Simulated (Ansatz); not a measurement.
Crystal: TaV.

```
Ta V
1.0
     1.60670   -2.30777    0.00000
     1.60670    2.30777    0.00000
     0.00000    0.00000    4.34136
Ta V
1 1
Direct
  0.00000 0.00000 0.00000
  0.50000 0.50000 0.50000
```

The cell comes from a database or a generator and needn't be the stable form of this composition.

A run of Ansatz 0.2.0 on this cell left the log below. Logs are shortened: lines on timing, memory, paths and dates and some standing lists are left out, and cuts for length are marked.

```text
Warning: RAYON_NUM_THREADS=2 ignored (pool sized by the plan → 2); use --threads N
LAPW: plane waves up to 8.479 Å⁻¹, error target 1.0e-3 eV per atom; small_component_spin mean_spin; V in spheres of 1.295 Å, 13 of its electrons in bands, Dirac shells []; Ta in spheres of 1.406 Å, 43 of its electrons in bands, Dirac shells [] (how accurate: hamiltonian.pseudopotentials.lapw.basis_error, Limitations)
Engine: ansatz 0.2.0, aarch64-unknown-linux-gnu
Pseudopotentials: kind: all_electron
Pseudopotential: Ta, LAPW, valence charge 43, lapw/all_electron/scalar/gaussian/Ta, Koelling and Harmon's equation, gaussian nucleus
Pseudopotential: V, LAPW, valence charge 13, lapw/all_electron/scalar/gaussian/V, Koelling and Harmon's equation, gaussian nucleus
Functional definition: SPW92
  exchange = slater_x
  correlation = pw_c
Crystal: 2 atoms, lattice volume = 32.195 Å³
Basis set: ecut = 273.9133074114703 eV, 337 PW (Γ), exchange–correlation at level 2
Bands: 35, of which v1, the nominal top of the filled ones, is band 28 counted from 1 (27 counted from 0)
Symmetry: 8 space group operations
Space group: Cmmm (ITA 65), of the structure as read, at distance tolerance 3.2e-5 Å
Magnetic group: BNS 65.481 (UNI 579), of the structure as read, at distance tolerance 3.2e-5 Å
k-points: 48 of 245
Non-local potential: Ta, projectors of the file, none
Non-local potential: V, projectors of the file, none
Initial density: superposition of atomic densities (chi_scale 0.1, normalization cell)
Starting moments: Σ|m| = 2 μB on 1 of 2 sites
Initial wavefunctions: plane waves of lowest kinetic energy (no species holds an atomic orbital)
Functional: x = slater, c = lda
[... 26 lines left out ...]
NSCF: frozen V_eff on 71 k-points
SCF converged after 18 iterations
Magnetization: -0.0001 μB (28.0000 up, 28.0000 down)
Absolute magnetization: 0.0001 μB (∫|ρ↑−ρ↓|)
Spin contamination: 0.0000 ħ² per cell (⟨S²⟩ above its minimum at these occupations)
Per-site moments (μB) at R_I (Å): [(-5.655534472737145e-6, 1.405996986569379), (-3.838035017977859e-5, 1.2946211844651383)]
Free energy (F): -450099.626635 eV
Harris-Foulkes:  -450099.626635 eV  (|F-HF|=5.24e-10)
Internal energy: -450099.593068 eV  (E = F + TS)
E sigma→0 (E₀):  -450099.609852 eV
Entropy (-TS):   -0.033567 eV (-16.784 meV/atom)
Fermi energy:    20.584981 eV
--- Per-component energies (eV) ---
  E_band       = -4324.942348
  E_kinetic    = 499564.698525
  E_xc         = -9554.666307
  E_electrostatic = -940109.625287  (all electrons and nuclei)
  E_smearing   = -0.033567  (= −TS)
  E_closure    = 0.000000  (closes the sum)
  E_atoms      = -450079.639642  (free atoms, spherical and without spin; not in F)
  Σ components = -450099.626635   (vs F -450099.626635, Δ=0.00e0)
  Basis errors (estimates in eV, not in F): energy 2.5e-4 per atom: plane waves 2.1e-4 (1.1e-4 summed), levels above the bands 1.0e-81, relativity 8.4e-9, radial functions 3.9e-5, core shells 1.2e-7; eigenvalues (radial functions only) 8.3e-7; not estimated: angular momenta, meshes, grids; target (lapw.basis_error) 1.0e-3; muffin-tin radii V 1.295 Å, Ta 1.406 Å
--- Forces (eV/Å), atoms counted from 1 ---
  atom   1  Ta    -0.00000000     0.00000000     0.00000000
  atom   2  V     -0.00000000     0.00000000     0.00000000
  max |Σ_I F_I| component: 4.93e-31 eV/Å
--- Stress (GPa, compression-positive) ---
      -13.346511       0.000000       0.000000
        0.000000     -12.338291       0.000000
        0.000000       0.000000     -12.298963
  P = ⅓ Tr σ = -12.6613 GPa (-126.613 kbar)
--- Band table (eV; the first three rows and the last of 96) ---
  k-point 0 ↑: bands = ["-372.7617", "-372.7530", "-372.7505", "-194.8468", "-194.8460", "-194.8287", "-194.8266", "-194.8240", "-46.3299", "-42.4581", "-16.6890", "-16.4975", "-16.4297", "-12.8633", "-12.4505", "-12.2503", "1.8394", "1.8478", "1.8542", "1.8709", "1.8731", "1.8793", "1.9252", "13.3233", "16.9511", "19.2739", "20.6624", "21.0739", "21.4274", "22.5577", "22.7816", "22.8431", "24.6431", "25.3775", "26.7616"]
  k-point 1 ↑: bands = ["-372.7617", "-372.7530", "-372.7505", "-194.8468", "-194.8460", "-194.8287", "-194.8266", "-194.8240", "-46.3294", "-42.4589", "-16.6684", "-16.4950", "-16.4296", "-12.8965", "-12.4551", "-12.2502", "1.8393", "1.8474", "1.8541", "1.8705", "1.8726", "1.8794", "1.9250", "13.7241", "16.9997", "19.4412", "21.0097", "21.1182", "21.1821", "21.7041", "22.5258", "22.8197", "24.4010", "25.2719", "25.9484"]
  k-point 2 ↑: bands = ["-372.7617", "-372.7530", "-372.7505", "-194.8468", "-194.8460", "-194.8287", "-194.8266", "-194.8240", "-46.3286", "-42.4604", "-16.6345", "-16.4910", "-16.4296", "-12.9510", "-12.4626", "-12.2500", "1.8391", "1.8467", "1.8539", "1.8697", "1.8717", "1.8796", "1.9247", "14.6468", "16.7885", "19.8918", "20.6093", "20.7947", "21.0528", "21.8602", "22.2367", "22.4752", "24.0430", "24.4725", "25.1125"]
  k-point 47 ↓: bands = ["-372.7617", "-372.7530", "-372.7505", "-194.8468", "-194.8460", "-194.8287", "-194.8266", "-194.8240", "-46.2087", "-42.3946", "-16.7919", "-16.6354", "-16.5678", "-13.3814", "-12.9085", "-12.7465", "1.8395", "1.8440", "1.8530", "1.8696", "1.8784", "1.8921", "1.9026", "17.3971", "18.1030", "18.8083", "19.5927", "20.6842", "21.8656", "22.4407", "23.3155", "23.5287", "26.2761", "27.3422", "27.4028"]
```

Problem. Write the input and the command behind it.

Solution. Band structure with LDA, collinear spin, ferromagnetic start. The files as run (others can give the same):

input.yaml
```yaml
crystal:
  lattice:
    - [1.6067, -2.307775, 0.0]
    - [1.6067, 2.307775, 0.0]
    - [0.0, 0.0, 4.341361]
  atoms:
    - { symbol: Ta, position: [0.0, 0.0, 0.0] }
    - { symbol: V, position: [0.5, 0.5, 0.5], spin: 2.0 }
kpoints:
  mp_grid: { grid: [7, 7, 5] }
  band_path:
    path:
      - [0.0, 0.0, 0.0]
      - [0.3711776894, 0.3711776894, 0.0]
      - [0.0, 0.5, 0.0]
      - [0.0, 0.5, 0.5]
      - [0.3711776894, 0.3711776894, 0.5]
      - [0.0, 0.0, 0.5]
      - [0.0, 0.0, 0.0]
      - [-0.5, 0.5, 0.0]
    npoints: 10
scf:
  occupations: { method: fermi_dirac, width: 0.05 }
hamiltonian:
  xc: lda
  pseudopotentials: { kind: all_electron, lapw: { basis_error: 0.001 } }
magnetization:
  spin_polarized: true
output:
  forces: true
  stress: true
  eigenvalues: true
```

Potentials or basis: all-electron LAPW, scalar-relativistic.
Command:
```console
$ ansatz run input.yaml --threads 2 --pin off --max-ram 6144MiB --backend cpu --events-out ev --progress --plain --runs-dir out
```

Caveat: the k mesh is thin for a metal, which can move the energy by tens of meV per atom; spin-orbit coupling is left out, which moves the levels of the heavy elements; the starting moments weren't kept.
